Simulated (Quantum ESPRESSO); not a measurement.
# TaO (P6/mmm) in Quantum ESPRESSO: further runs

Runs on TaO. Level: PBE. Tasks: Wannier functions.

Everything below comes from runs of Quantum ESPRESSO 7.5. Logs are shortened: lines on timing, memory, paths and dates and some standing lists are left out, and cuts for length are marked.

## 1. Starting point

Symmetry: P6/mmm, No. 191, hexagonal system. The conventional cell has a = 3.066 Å, b = 3.066 Å, c = 3.855 Å, α = 90.00°, β = 90.00°, γ = 120.00°. Ta (site symmetry 6/mmm) has 2 O at 1.93 Å as nearest neighbours. O (site symmetry 6/mmm) is surrounded by 2 Ta at 1.93 Å.

The cell was built by a generator and needn't be a form met in nature.

## 2. Wannier functions, PBE

pw.in reads:

```
&CONTROL
  calculation = 'scf'
  prefix = 'pwscf'
  outdir = './tmp'
  pseudo_dir = './pseudo'
  tprnfor = .true.
  tstress = .true.
  disk_io = 'low'
/
&SYSTEM
  ibrav = 0
  celldm(1) = 8
  nat = 2
  ntyp = 2
  ecutwfc = 56
  ecutrho = 448
  nbnd = 16
  occupations = 'smearing'
  smearing = 'fd'
  degauss = 0.00367493
/
&ELECTRONS
  conv_thr = 4d-10
  electron_maxstep = 120
  mixing_beta = 0.5
/
ATOMIC_SPECIES
Ta   180.9479 ta_pbe_v1.uspp.F.UPF
O     15.9990 o_pbe_v1.2.uspp.F.UPF
CELL_PARAMETERS alat
  0.7242635209970   0.0000000000000   0.0000000000000
 -0.3621329415773   0.6272308088128   0.0000000000000
  0.0000000000000   0.0000000000000   0.9106165006194
ATOMIC_POSITIONS crystal
Ta     0.0000000000    0.0000000000    0.5000000000
O      0.0000000000    0.0000000000    0.0000000000
K_POINTS automatic
8 8 6 0 0 0
```

nscf.in reads:

```
&CONTROL
  calculation = 'nscf'
  prefix = 'pwscf'
  outdir = './tmp'
  pseudo_dir = './pseudo'
  disk_io = 'low'
/
&SYSTEM
  ibrav = 0
  celldm(1) = 8
  nat = 2
  ntyp = 2
  ecutwfc = 56
  ecutrho = 448
  nbnd = 26
  occupations = 'smearing'
  smearing = 'fd'
  degauss = 0.00367493
  nosym = .true.
  noinv = .true.
/
&ELECTRONS
  conv_thr = 1d-09
  electron_maxstep = 120
  mixing_beta = 0.5
  diago_full_acc = .true.
  startingwfc = 'random'
/
ATOMIC_SPECIES
Ta   180.9479 ta_pbe_v1.uspp.F.UPF
O     15.9990 o_pbe_v1.2.uspp.F.UPF
CELL_PARAMETERS alat
  0.7242635209970   0.0000000000000   0.0000000000000
 -0.3621329415773   0.6272308088128   0.0000000000000
  0.0000000000000   0.0000000000000   0.9106165006194
ATOMIC_POSITIONS crystal
Ta     0.0000000000    0.0000000000    0.5000000000
O      0.0000000000    0.0000000000    0.0000000000
K_POINTS crystal
144
  0.00000000   0.00000000   0.00000000 6.94444444e-03
  0.00000000   0.00000000   0.25000000 6.94444444e-03
  0.00000000   0.00000000   0.50000000 6.94444444e-03
  0.00000000   0.00000000   0.75000000 6.94444444e-03
  0.00000000   0.16666667   0.00000000 6.94444444e-03
  0.00000000   0.16666667   0.25000000 6.94444444e-03
[... 136 lines left out ...]
  0.83333333   0.83333333   0.50000000 6.94444444e-03
  0.83333333   0.83333333   0.75000000 6.94444444e-03
```

pw2wan.in reads:

```
&INPUTPP
  prefix = 'pwscf'
  outdir = './tmp'
  seedname = 'w'
  write_mmn = .true.
  write_amn = .true.
/
```

bands.in reads:

```
&CONTROL
  calculation = 'bands'
  prefix = 'pwscf'
  outdir = './tmp'
  pseudo_dir = './pseudo'
  disk_io = 'low'
/
&SYSTEM
  ibrav = 0
  celldm(1) = 8
  nat = 2
  ntyp = 2
  ecutwfc = 56
  ecutrho = 448
  nbnd = 26
  occupations = 'smearing'
  smearing = 'fd'
  degauss = 0.00367493
/
&ELECTRONS
  conv_thr = 1d-08
  electron_maxstep = 120
  mixing_beta = 0.5
  diago_full_acc = .true.
  startingwfc = 'random'
/
ATOMIC_SPECIES
Ta   180.9479 ta_pbe_v1.uspp.F.UPF
O     15.9990 o_pbe_v1.2.uspp.F.UPF
CELL_PARAMETERS alat
  0.7242635209970   0.0000000000000   0.0000000000000
 -0.3621329415773   0.6272308088128   0.0000000000000
  0.0000000000000   0.0000000000000   0.9106165006194
ATOMIC_POSITIONS crystal
Ta     0.0000000000    0.0000000000    0.5000000000
O      0.0000000000    0.0000000000    0.0000000000
K_POINTS crystal
69
  0.00000000   0.00000000   0.00000000 1
  0.05555600   0.00000000   0.00000000 1
  0.11111100   0.00000000   0.00000000 1
  0.16666700   0.00000000   0.00000000 1
  0.22222200   0.00000000   0.00000000 1
  0.27777800   0.00000000   0.00000000 1
[... 61 lines left out ...]
  0.33333300   0.33333300   0.41666700 1
  0.33333300   0.33333300   0.50000000 1
```

w.win reads:

```
num_wann = 13
num_bands = 22
guiding_centres = true
dis_froz_max = 12.86
dis_num_iter = 600
dis_mix_ratio = 0.5
dis_conv_tol = 1.0d-9
num_iter = 1200
search_shells = 100
kmesh_tol = 1.0d-4
conv_tol = 1.0d-8
conv_window = 4
num_print_cycles = 200
fermi_energy = 11.8628
bands_plot = true
write_hr = true
mp_grid = 6 6 4
exclude_bands = 1-4
begin projections
Ta: s;p;d
O: s;p
end projections
begin unit_cell_cart
ang
  3.0661100000   0.0000000000   0.0000000000
 -1.5330600000   2.6553300000   0.0000000000
  0.0000000000   0.0000000000   3.8550200000
end unit_cell_cart
begin atoms_frac
Ta   0.0000000000   0.0000000000   0.5000000000
O    0.0000000000   0.0000000000   0.0000000000
end atoms_frac
begin kpoint_path
G   0.0000000000   0.0000000000   0.0000000000  M   0.5000000000   0.0000000000   0.0000000000
M   0.5000000000   0.0000000000   0.0000000000  K   0.3333333333   0.3333333333   0.0000000000
K   0.3333333333   0.3333333333   0.0000000000  G   0.0000000000   0.0000000000   0.0000000000
G   0.0000000000   0.0000000000   0.0000000000  A   0.0000000000   0.0000000000   0.5000000000
A   0.0000000000   0.0000000000   0.5000000000  L   0.5000000000   0.0000000000   0.5000000000
L   0.5000000000   0.0000000000   0.5000000000  H   0.3333333333   0.3333333333   0.5000000000
H   0.3333333333   0.3333333333   0.5000000000  A   0.0000000000   0.0000000000   0.5000000000
L   0.5000000000   0.0000000000   0.5000000000  M   0.5000000000   0.0000000000   0.0000000000
K   0.3333333333   0.3333333333   0.0000000000  H   0.3333333333   0.3333333333   0.5000000000
end kpoint_path
bands_num_points = 9
begin kpoints
  0.00000000   0.00000000   0.00000000
  0.00000000   0.00000000   0.25000000
  0.00000000   0.00000000   0.50000000
  0.00000000   0.00000000   0.75000000
  0.00000000   0.16666667   0.00000000
  0.00000000   0.16666667   0.25000000
[... 136 lines left out ...]
  0.83333333   0.83333333   0.50000000
  0.83333333   0.83333333   0.75000000
end kpoints
```

Potentials or basis: GBRV 1.5 PBE.

Command:

```
$ OMP_NUM_THREADS=1 pw.x -in pw.in > pw.out
$ OMP_NUM_THREADS=1 pw.x -in nscf.in > nscf.out
$ wannier90.x -pp w
$ OMP_NUM_THREADS=1 pw2wannier90.x -in pw2wan.in > pw2wan.out
$ wannier90.x w
$ OMP_NUM_THREADS=1 pw.x -in bands.in > bands.out
```

pw.out:

```text
This program is part of the open-source Quantum ESPRESSO suite
     for quantum simulation of materials; please cite
[... 9 lines left out ...]
     --------------------
     sticks:   dense  smooth     PW     G-vecs:    dense   smooth      PW
     Sum        1039     511    163                34015    12005    2271

     Using Slab Decomposition

     bravais-lattice index     =            0
     lattice parameter (alat)  =       8.0000  a.u.
     unit-cell volume          =     211.8017 (a.u.)^3
     number of atoms/cell      =            2
     number of atomic types    =            2
     number of electrons       =        19.00
     number of Kohn-Sham states=           16
     kinetic-energy cutoff     =      56.0000  Ry
     charge density cutoff     =     448.0000  Ry
     scf convergence threshold =      4.0E-10
     mixing beta               =       0.5000
     number of iterations used =            8  plain     mixing
     Exchange-correlation= SLA  PW   PBE  PBE
                           (   1   4   3   4   0   0   0)

     celldm(1)=   8.000000  celldm(2)=   0.000000  celldm(3)=   0.000000
     celldm(4)=   0.000000  celldm(5)=   0.000000  celldm(6)=   0.000000

     crystal axes: (cart. coord. in units of alat)
               a(1) = (   0.724264   0.000000   0.000000 )
               a(2) = (  -0.362133   0.627231   0.000000 )
               a(3) = (   0.000000   0.000000   0.910617 )

     reciprocal axes: (cart. coord. in units 2 pi/alat)
               b(1) = (  1.380713  0.797157 -0.000000 )
               b(2) = (  0.000000  1.594309  0.000000 )
               b(3) = (  0.000000 -0.000000  1.098157 )

     PseudoPot. # 1 for Ta read from file:
     ta_pbe_v1.uspp.F.UPF
     Pseudo is Ultrasoft + core correction, Zval = 13.0
     Generated by new atomic code, or converted to UPF format
     Using radial grid of  921 points,  7 beta functions with:
                l(1) =   0
                l(2) =   0
                l(3) =   1
                l(4) =   1
                l(5) =   2
                l(6) =   2
                l(7) =   3
     Q(r) pseudized with  6 coefficients,  rinner =    1.300   1.300   1.300
                                                       1.300   1.300   1.300
                                                       1.300

     PseudoPot. # 2 for O  read from file:
     o_pbe_v1.2.uspp.F.UPF
     Pseudo is Ultrasoft + core correction, Zval =  6.0
     Generated by new atomic code, or converted to UPF format
     Using radial grid of  737 points,  5 beta functions with:
                l(1) =   0
                l(2) =   0
                l(3) =   1
                l(4) =   1
                l(5) =   2
     Q(r) pseudized with  8 coefficients,  rinner =    0.900   0.900   0.900
                                                       0.900   0.900

     atomic species   valence    mass     pseudopotential
     Ta               13.00   180.94790     Ta( 1.00)
     O                 6.00    15.99900     O ( 1.00)

      4 Sym. Ops., with inversion, found

   Cartesian axes

     site n.     atom                  positions (alat units)
         1        Ta     tau(   1) = (   0.0000000   0.0000000   0.4553083  )
         2        O      tau(   2) = (   0.0000000   0.0000000   0.0000000  )

     number of k points=   136  Fermi-Dirac smearing, width (Ry)=  0.0037

     Number of k-points >= 100: set verbosity='high' to print them.

     Dense  grid:    34015 G-vectors     FFT dimensions: (  40,  40,  50)

     Smooth grid:    12005 G-vectors     FFT dimensions: (  27,  27,  36)

     Initial potential from superposition of free atoms

     starting charge      18.9989, renormalised to      19.0000

     negative rho (up, down):  9.414E-02 0.000E+00
     Starting wfcs are   17 randomized atomic wfcs

     Self-consistent Calculation

     iteration #  1     ecut=    56.00 Ry     beta= 0.50
     Davidson diagonalization with overlap
     ethr =  1.00E-02,  avg # of iterations =  4.0

     negative rho (up, down):  9.628E-02 0.000E+00

     total energy              =    -174.03255150 Ry
     estimated scf accuracy    <       0.52052753 Ry

     iteration #  2     ecut=    56.00 Ry     beta= 0.50
     Davidson diagonalization with overlap
     ethr =  2.74E-03,  avg # of iterations =  2.1

     negative rho (up, down):  9.706E-02 0.000E+00

     total energy              =    -174.07776491 Ry
     estimated scf accuracy    <       0.76286335 Ry

     iteration #  3     ecut=    56.00 Ry     beta= 0.50
     Davidson diagonalization with overlap
     ethr =  2.74E-03,  avg # of iterations =  1.8

     negative rho (up, down):  9.819E-02 0.000E+00

     total energy              =    -174.23693204 Ry
     estimated scf accuracy    <       0.02442617 Ry

     iteration #  4     ecut=    56.00 Ry     beta= 0.50
     Davidson diagonalization with overlap
     ethr =  1.29E-04,  avg # of iterations =  2.3

     negative rho (up, down):  9.902E-02 0.000E+00

     total energy              =    -174.23993946 Ry
     estimated scf accuracy    <       0.00088157 Ry

     iteration #  5     ecut=    56.00 Ry     beta= 0.50
     Davidson diagonalization with overlap
     ethr =  4.64E-06,  avg # of iterations =  4.0

     negative rho (up, down):  9.914E-02 0.000E+00

     total energy              =    -174.24000735 Ry
     estimated scf accuracy    <       0.00016116 Ry

     iteration #  6     ecut=    56.00 Ry     beta= 0.50
     Davidson diagonalization with overlap
     ethr =  8.48E-07,  avg # of iterations =  2.0

     negative rho (up, down):  9.913E-02 0.000E+00

     total energy              =    -174.24004299 Ry
     estimated scf accuracy    <       0.00000483 Ry

     iteration #  7     ecut=    56.00 Ry     beta= 0.50
     Davidson diagonalization with overlap
     ethr =  2.54E-08,  avg # of iterations =  1.9

     negative rho (up, down):  9.915E-02 0.000E+00

     total energy              =    -174.24004410 Ry
     estimated scf accuracy    <       0.00000024 Ry

     iteration #  8     ecut=    56.00 Ry     beta= 0.50
     Davidson diagonalization with overlap
     ethr =  1.24E-09,  avg # of iterations =  1.9

     negative rho (up, down):  9.914E-02 0.000E+00

     total energy              =    -174.24004415 Ry
     estimated scf accuracy    <       0.00000004 Ry

     iteration #  9     ecut=    56.00 Ry     beta= 0.50
     Davidson diagonalization with overlap
     ethr =  2.24E-10,  avg # of iterations =  1.1

     negative rho (up, down):  9.914E-02 0.000E+00

     total energy              =    -174.24004415 Ry
     estimated scf accuracy    <          9.4E-09 Ry

     iteration # 10     ecut=    56.00 Ry     beta= 0.50
     Davidson diagonalization with overlap
     ethr =  4.93E-11,  avg # of iterations =  1.9

     negative rho (up, down):  9.914E-02 0.000E+00

     total energy              =    -174.24004415 Ry
     estimated scf accuracy    <          7.6E-10 Ry

     iteration # 11     ecut=    56.00 Ry     beta= 0.50
     Davidson diagonalization with overlap
     ethr =  4.02E-12,  avg # of iterations =  1.5

     negative rho (up, down):  9.914E-02 0.000E+00

     End of self-consistent calculation

     Number of k-points >= 100: set verbosity='high' to print the bands.

     the Fermi energy is    11.8628 ev

!    total energy              =    -174.24004415 Ry
     estimated scf accuracy    <          1.4E-11 Ry
     smearing contrib. (-TS)   =      -0.00067896 Ry
     internal energy E=F+TS    =    -174.23936520 Ry

     The total energy is F=E-TS. E is the sum of the following terms:
     one-electron contribution =     -41.05424312 Ry
     hartree contribution      =      28.47497563 Ry
     xc contribution           =     -49.42174379 Ry
     ewald contribution        =    -112.23835392 Ry

     convergence has been achieved in  11 iterations

     negative rho (up, down):  9.914E-02 0.000E+00

     Forces acting on atoms (cartesian axes, Ry/au):

     atom    1 type  1   force =     0.00000000    0.00000000    0.00000000
     atom    2 type  2   force =     0.00000000    0.00000000    0.00000000

     Total force =     0.000000     Total SCF correction =     0.000000

     Computing stress (Cartesian axis) and pressure

     negative rho (up, down):  9.914E-02 0.000E+00
          total   stress  (Ry/bohr**3)                   (kbar)     P=        7.42
   0.00003684   0.00000001   0.00000000            5.42        0.00        0.00
   0.00000001   0.00003684   0.00000000            0.00        5.42        0.00
   0.00000000   0.00000000   0.00007756            0.00        0.00       11.41

=------------------------------------------------------------------------------=
   JOB DONE.
=------------------------------------------------------------------------------=
```

Run time: 4.2 min. Hardware: 1 thread of Arm Neoverse V1, shared host; peak memory 0.3 GiB.

Results:

* Free energy: -2370.6566 eV
* Pressure: 0.7 GPa
* Band gap on the k mesh: none (metal or under the smearing width)
* Total Wannier spread: 13.61 Å² over 13 functions
* RMS miss of the Wannier bands: 0.003 eV

Levels at the corners of the path, in eV from the Fermi level:
```
point  band 6  band 7  band 8  band 9  band 10  band 11  band 12  band 13
    Γ   -5.18   -3.43   -2.32   -2.32     0.68     0.68     3.20     3.20
    M   -4.79   -3.02   -2.90   -2.75    -0.54     2.41     3.85     5.13
    K   -4.18   -4.18   -2.97    0.25     0.25     0.46     0.46     5.03
    Γ   -5.18   -3.43   -2.32   -2.32     0.68     0.68     3.20     3.20
    A   -7.74   -4.83   -3.34   -3.34     0.77     0.77     4.13     5.55
    L   -7.28   -6.14   -3.88   -2.70     2.74     3.36     5.05     5.15
    H   -7.23   -5.33   -5.33   -0.20    -0.20     3.88     3.88     5.93
    A   -7.74   -4.83   -3.34   -3.34     0.77     0.77     4.13     5.55
    L   -7.28   -6.14   -3.88   -2.70     2.74     3.36     5.05     5.15
    M   -4.79   -3.02   -2.90   -2.75    -0.54     2.41     3.85     5.13
    K   -4.18   -4.18   -2.97    0.25     0.25     0.46     0.46     5.03
    H   -7.23   -5.33   -5.33   -0.20    -0.20     3.88     3.88     5.93
```

Wannier functions:
```tsv
function	nearest atom	distance (Å)	spread (Å²)	on-site energy from the reference level (eV)
1	1 Ta	0.76	1.35	6.01
2	1 Ta	0.85	1.39	6.97
3	1 Ta	0.77	1.36	6.02
4	1 Ta	0.77	1.41	6.48
5	1 Ta	0.00	0.91	4.88
6	1 Ta	0.85	1.39	6.92
7	1 Ta	0.82	1.37	6.57
8	1 Ta	0.77	1.41	6.41
9	1 Ta	0.18	1.24	2.90
10	2 O	0.29	0.46	-5.80
11	2 O	0.30	0.40	-5.07
12	2 O	0.29	0.46	-5.79
13	2 O	0.29	0.46	-5.78
```

Parts of the spread (Å²): invariant 11.05, diagonal 0.014, off-diagonal 2.55, total 13.61. Against the direct bands the interpolation misses by 3 meV (root mean square) and 26 meV at most, for states up to 1 eV over the reference level.

Caveat: spin-orbit coupling is left out, which moves the levels of the heavy elements; the Wannier minimisation didn't converge; an odd number of electrons without spin polarisation forces a metal; a magnetic or distorted state may lie lower.

(Continued in part 2 of 2.)
